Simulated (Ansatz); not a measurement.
**doublet C4H4Se+: levels of theory compared**

Aim: a comparison of 6 runs (UHF/3-21G, U-r2SCAN/def2-SVP, UBLYP/def2-SVP, UPBE/def2-SVP, UMP2/def2-SVP, UCCSD/def2-SVP) of doublet C4H4Se+. 

The calculation is run with Ansatz 0.2.0.

38 further runs of the same task are left out: 38 set aside as unsound or not needed.

### 1 The molecule

C4H4Se+: 9 atoms, total charge +1, spin state doublet. SMILES of the parent species: `c1cc[se]c1`. The shape is that of a PBE0-D4/def2-TZVP optimisation. That shape belongs to the parent species and isn't relaxed for this state.

Bond lengths: C1–C2 1.423 Å, C2–C3 1.357 Å, C3–Se4 1.851 Å, C1–C5 1.357 Å, Se4–C5 1.851 Å, C1–H6 1.083 Å, C2–H7 1.083 Å, C3–H8 1.079 Å, C5–H9 1.079 Å. Some angles: C1–C2–C3 114.8°, C2–C1–C5 114.8°, C2–C3–Se4 111.4°, C3–Se4–C5 87.5°, C1–C5–Se4 111.4°, C1–C2–H7 122.8°, C3–C2–H7 122.4°, C2–C1–H6 122.8°, C5–C1–H6 122.4°, C2–C3–H8 127.7°.

### 2 The energy at UHF/3-21G (run 1)

File molecule.yaml:

```yaml
crystal:
  periodic: [false, false, false]
  atoms:
    - {symbol: C, position_ang: [0.161870, 0.966320, 0.120230]}
    - {symbol: C, position_ang: [0.964250, -0.189170, -0.094240]}
    - {symbol: C, position_ang: [0.270910, -1.350970, -0.203380]}
    - {symbol: Se, position_ang: [-1.550740, -1.070180, -0.035800]}
    - {symbol: C, position_ang: [-1.173010, 0.728430, 0.182560]}
    - {symbol: H, position_ang: [0.580520, 1.959720, 0.225910]}
    - {symbol: H, position_ang: [2.044320, -0.148290, -0.165330]}
    - {symbol: H, position_ang: [0.666130, -2.341940, -0.366510]}
    - {symbol: H, position_ang: [-1.964260, 1.446100, 0.336540]}
basis:
  gaussian:
    orbitals: 3-21G-spherical.json
total_charge: 1
magnetization:
  spin_polarized: true
  initial_magnetization: 1
hamiltonian:
  xc: hf
accuracy: high
output: {orbitals: {seedname: orbitals}}
```

The basis set 3-21G is read from a file made from the Basis Set Exchange's data (not shown).

On the command line:

```
$ ansatz run molecule.yaml --threads 1 --pin off --max-ram 3480MiB --events-out events.jsonl --progress --plain --runs-dir runs
```

What it wrote:

```text
Warning: RAYON_NUM_THREADS=1 ignored (pool sized by the plan → 1); use --threads N
Functional definition: HF
  name "HF"
  exchange = exact_x
  correlation = 0
1431 factors; integrals over basis functions are off by at most 5.6e-9 eV
mean field evaluation 1: about -69142.7782 eV, gradient 2.5e1 eV
mean field evaluation 2: about -69143.2635 eV, gradient 2.4e1 eV
mean field evaluation 4: about -69146.9079 eV, gradient 2.9e0 eV
mean field evaluation 8: about -69147.1423 eV, gradient 3.8e-1 eV
mean field evaluation 16: about -69147.1593 eV, gradient 2.9e-8 eV
mean field evaluation 32: about -69147.1596 eV, gradient 1.1e-1 eV
mean field evaluation 64: about -69147.1616 eV, gradient 7.7e-2 eV
mean field evaluation 96: about -69147.1629 eV, gradient 2.3e-2 eV
mean field evaluation 128: about -69146.7169 eV, gradient 8.4e0 eV
mean field evaluation 160: about -69146.8807 eV, gradient 3.0e0 eV
mean field evaluation 192: about -69147.1317 eV, gradient 1.3e0 eV
mean field -69147.23687884 eV, -2541.1140856169 hartree, gradient 4.2e-8 eV, S^2 0.825841; 4 other end points of the search recorded, 0 dependent functions left out
reference -69147.23687884 eV, -2541.1140856169 hartree; 31, 30 occupied and 35, 36 virtual orbitals, 1431 factors
Total energy: -69147.23687884 eV, -2541.1140856169 hartree
```

Wall time 9 s (1 thread of Arm Neoverse V2, shared host); peak memory 0.25 GiB.

### 3 The energy at U-r2SCAN/def2-SVP (run 2)

File job.yaml:

```yaml
basis:
  gaussian:
    orbitals: def2-SVP
crystal:
  periodic: [false, false, false]
  atoms:
    - {symbol: C, position_ang: [0.161870, 0.966320, 0.120230]}
    - {symbol: C, position_ang: [0.964250, -0.189170, -0.094240]}
    - {symbol: C, position_ang: [0.270910, -1.350970, -0.203380]}
    - {symbol: Se, position_ang: [-1.550740, -1.070180, -0.035800]}
    - {symbol: C, position_ang: [-1.173010, 0.728430, 0.182560]}
    - {symbol: H, position_ang: [0.580520, 1.959720, 0.225910]}
    - {symbol: H, position_ang: [2.044320, -0.148290, -0.165330]}
    - {symbol: H, position_ang: [0.666130, -2.341940, -0.366510]}
    - {symbol: H, position_ang: [-1.964260, 1.446100, 0.336540]}
total_charge: 1
magnetization:
  spin_polarized: true
  initial_magnetization: 1
hamiltonian:
  xc: r2scan
accuracy: high
output: {orbitals: {seedname: orbitals}}
```

On the command line:

```
$ ansatz run job.yaml --threads 1 --pin off --max-ram 3480MiB --events-out events.jsonl --progress --plain --runs-dir runs
```

What it wrote:

```text
Warning: RAYON_NUM_THREADS=1 ignored (pool sized by the plan → 1); use --threads N
Functional definition: r2SCAN
  name "r2SCAN"
  parameter k0 = 0.174
  parameter k1 = 0.065
  parameter a1 = 4.9479
  exchange = r2scan_x(k0 = k0, k1 = k1, a1 = a1)
  correlation = r2scan_c
2447 factors; integrals over basis functions are off by at most 4.7e-9 eV
mean field evaluation 1: about -69515.6678 eV, gradient 6.3e1 eV
mean field evaluation 2: about -69407.6281 eV, gradient 1.5e2 eV
mean field evaluation 4: about -69535.0961 eV, gradient 2.9e1 eV
mean field evaluation 8: about -69539.5939 eV, gradient 5.9e-1 eV
mean field evaluation 16: about -69539.5897 eV, gradient 1.3e-3 eV
mean field evaluation 32: about -69539.5897 eV, gradient 1.1e-7 eV
mean field -69539.58974602 eV, -2555.5327875393 hartree, gradient 3.8e-8 eV, S^2 0.773410; 3 other end points of the search recorded, 0 dependent functions left out
reference -69539.58974765 eV, -2555.5327875991 hartree; 31, 30 occupied and 77, 78 virtual orbitals, 2447 factors
Total energy: -69539.58974765 eV, -2555.5327875991 hartree
```

Wall time 54 s (1 thread of Arm Neoverse V2, shared host); peak memory 0.54 GiB.

Runs 3 to 5 aren't shown in full; the table further down has their settings and results.

### 4 A single-point energy at UCCSD/def2-SVP (run 6)

job.yaml: that of step 3 with these lines changed.

```diff
@@ -1,4 +1,3 @@
 basis:
-  gaussian:
-    orbitals: def2-SVP
+  gaussian: {orbitals: def2-SVP}
 crystal:
@@ -16,8 +15,5 @@
 total_charge: 1
-magnetization:
-  spin_polarized: true
-  initial_magnetization: 1
-hamiltonian:
-  xc: r2scan
+magnetization: {spin_polarized: true, initial_magnetization: 1}
+correlation: {method: ccsd, frozen_orbitals: {C: 1, H: 0, Se: 9}}
 accuracy: high
-output: {orbitals: {seedname: orbitals}}
+scf: {omitted_lower_state_checks: [cluster_reference, increment]}
```

On the command line:

```
$ ansatz run job.yaml --threads 1 --pin off --max-ram 3480MiB --events-out events.jsonl --progress --plain --runs-dir runs
```

What it wrote:

```text
Warning: RAYON_NUM_THREADS=1 ignored (pool sized by the plan → 1); use --threads N
[... 14 lines left out ...]
13 core orbitals not correlated: weight in the atoms' cores, before any rotation towards them, 1.000 or more for the frozen orbitals, at most 0.000 for the correlated occupied ones
[... 28 lines left out ...]
Total energy: -69488.69797393 eV, -2553.6625494108 hartree
Checks for a lower state left out: cluster_reference, increment
```

Wall time 3.2 min (1 thread of Arm Neoverse V2, shared host); peak memory 1.9 GiB.

### 5 All runs side by side

| run | level | frozen core orbitals | energy (Eh) | HOMO energy (eV) | LUMO energy (eV) | ⟨S²⟩ | wall time |
| --- | --- | --- | --- | --- | --- | --- | --- |
| 1 | UHF/3-21G | – | -2541.114086 | -14.73 | -6.69 | 0.826 | 9 s |
| 2 | U-r2SCAN/def2-SVP | – | -2555.532788 | -12.24 | -11.61 | 0.773 | 54 s |
| 3 | UBLYP/def2-SVP | – | -2555.599569 | -11.74 | -11.71 | 0.758 | 48 s |
| 4 | UPBE/def2-SVP | – | -2555.070840 | -11.97 | -11.91 | 0.760 | 83 s |
| 5 | UMP2/def2-SVP | 13 | -2553.627574 | – | – | 0.827 | 27 s |
| 6 | UCCSD/def2-SVP | 13 | -2553.662549 | – | – | 0.827 | 3.2 min |

### 6 Outcome

| quantity | value |
| --- | --- |
| run 6: total energy | -2553.66255 Eh |
| run 6: correlation energy (13 core orbitals frozen) | -746.6 mEh |
| run 6: ⟨S²⟩ of the reference determinant | 0.827 |
| run 6: T1 diagnostic | 0.020 |

**Reading.** Totals of different functionals can't be ranked against each other. All runs together took 6.8 min, the longest 3.2 min.
